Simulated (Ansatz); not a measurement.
# C₂H₇FSi: one species, many methods

How much do the methods differ for C₂H₇FSi? The plan is to run it at one geometry with functionals of several rungs and with coupled cluster. The yardstick is the atomisation energy at the CCSD(T) limit.

Program: Ansatz 0.2.0, Gaussian basis. Level of theory: functionals in def2-TZVPP, the program's frozen cores in correlated methods. These are calculated values, not measurements.

Levels to be run: LDA (SPW92), PBE-D4, revPBE-D4, BLYP-D4, r2SCAN-D4, B97M-V, PBE0-D4, B3LYP-D4, r2SCANh-D4, r2SCAN0-D4, HSE06-D4, BHLYP-D4, CAM-B3LYP-D4, LC-ωPBE, ωB97X-V, ωB97M-V, B2PLYP, PBE-QIDH; CCSD(T)/def2-SVP; CCSD(T)/def2-TZVPP; MP2/def2-QZVPP; extrapolation to the limit; RPA on PBE.

## 1. The relaxed structure

All runs share one geometry, relaxed beforehand with PBE0-D4 in a triple-zeta def2 set.

SMILES `CC(F)[SiH3]`, 11 atoms, charge 0, spin multiplicity 1.

Atoms are counted from 1 here; the program's logs count them from 0.

Bond lengths: C1–C2 1.510 Å, C1–H5 1.092 Å, C1–H6 1.093 Å, C1–H7 1.093 Å, C2–F3 1.402 Å, C2–Si4 1.902 Å, C2–H8 1.097 Å, Si4–H9 1.488 Å, Si4–H10 1.486 Å, Si4–H11 1.484 Å. Angles: C2–C1–H5 111.2°, C2–C1–H6 110.5°, C2–C1–H7 110.1°, H5–C1–H6 108.4°, H5–C1–H7 108.3°, H6–C1–H7 108.2°, C1–C2–F3 108.9°, C1–C2–Si4 114.3°, C1–C2–H8 109.8°, F3–C2–Si4 107.7°, F3–C2–H8 106.4°, Si4–C2–H8 109.4°, C2–Si4–H9 108.7°, C2–Si4–H10 109.3°, C2–Si4–H11 110.1°, H9–Si4–H10 109.3°, H9–Si4–H11 109.4°, H10–Si4–H11 110.0°.

## 2. LDA

This LDA is Slater exchange with PW92 correlation.

The input, in.yaml:

```yaml
crystal:
  periodic: [false, false, false]
  atoms:
    - {symbol: C, position_ang: [-0.793105, 1.168938, 0.050921]}
    - {symbol: C, position_ang: [-0.555564, -0.308173, 0.251931]}
    - {symbol: F, position_ang: [-1.447763, -1.027027, -0.556506]}
    - {symbol: Si, position_ang: [1.206266, -0.881792, -0.177101]}
    - {symbol: H, position_ang: [-0.578286, 1.467046, -0.977730]}
    - {symbol: H, position_ang: [-1.831984, 1.423788, 0.274479]}
    - {symbol: H, position_ang: [-0.148329, 1.747768, 0.717396]}
    - {symbol: H, position_ang: [-0.786940, -0.583773, 1.288360]}
    - {symbol: H, position_ang: [2.166024, -0.193642, 0.728650]}
    - {symbol: H, position_ang: [1.512430, -0.519708, -1.585186]}
    - {symbol: H, position_ang: [1.322650, -2.350426, 0.005387]}
basis:
  gaussian: {orbitals: def2-TZVPP}
hamiltonian: {xc: lda}
output: {orbitals: {seedname: orbitals}}
```

Run with:

```console
ansatz run in.yaml --threads 2 --pin off --events-out ev --progress --plain --max-ram 4352MiB
```

The runs that follow: PBE-D4 (GGA); revPBE-D4 (GGA); BLYP-D4 (GGA); r2SCAN-D4 (meta-GGA); B97M-V (meta-GGA); B3LYP-D4 (hybrid); r2SCANh-D4 (hybrid); r2SCAN0-D4 (hybrid); HSE06-D4 (hybrid); BHLYP-D4 (hybrid); CAM-B3LYP-D4 (range-separated); LC-ωPBE (range-separated); ωB97X-V (range-separated); ωB97M-V (range-separated); B2PLYP (double hybrid); PBE-QIDH (double hybrid); CCSD(T) in def2-SVP; CCSD(T) in def2-TZVPP; MP2 in def2-QZVPP; RPA on PBE orbitals.

Q: Predict the results of all the runs planned. Wanted: atomisation energy, CCSD(T)/CBS; farthest beyond LDA; mean size of error, GGA; mean size of error, meta-GGA; mean size of error, hybrid; mean size of error, range-separated; mean size of error, double hybrid; gap, smallest and largest; T1 diagnostic.

As calculated:

```
                               quantity                                                                                  value
        atomisation energy, CCSD(T)/CBS                                                                         925.6 kcal/mol
functionals within 4.6 kcal/mol (0.5 %)  r2SCAN-D4, B97M-V, PBE0-D4, B3LYP-D4, r2SCANh-D4, HSE06-D4, LC-ωPBE, ωB97X-V, ωB97M-V
                    farthest beyond LDA                                                              BHLYP-D4 (-20.5 kcal/mol)
                mean size of error, GGA                                                                           8.0 kcal/mol
           mean size of error, meta-GGA                                                                           0.3 kcal/mol
             mean size of error, hybrid                                                                           6.6 kcal/mol
    mean size of error, range-separated                                                                           3.6 kcal/mol
      mean size of error, double hybrid                                                                           9.1 kcal/mol
              gap, smallest and largest                                              6.52 eV (LDA (SPW92)), 13.70 eV (LC-ωPBE)
                          T1 diagnostic                                                                                 0.0111
triples share of the correlation energy                                                                                  3.3 %
```

What this shows: LDA overbinds by 120.1 kcal/mol (13 %). PBE-D4 misses by +8.7 kcal/mol. Double hybrids carry the basis error of their MP2 part in triple zeta, and no dispersion term here, so their miss is partly the set-up's. The rungs meta-GGA, range-separated miss on average by less than the doubt on the reference (4.6 kcal/mol), so they tie. The reference freezes the cores and leaves out relativity and excitations past (T), so misses under about 4.6 kcal/mol can't be ranked. Hartree-Fock recovers 75 % of the binding; the rest is correlation. CCSD(T) in def2-SVP is off by -45.6 kcal/mol, so the small basis spoils what the method gains. The gap grows from 6.5 to 13.7 eV across the functionals, mostly with the share of exact exchange.
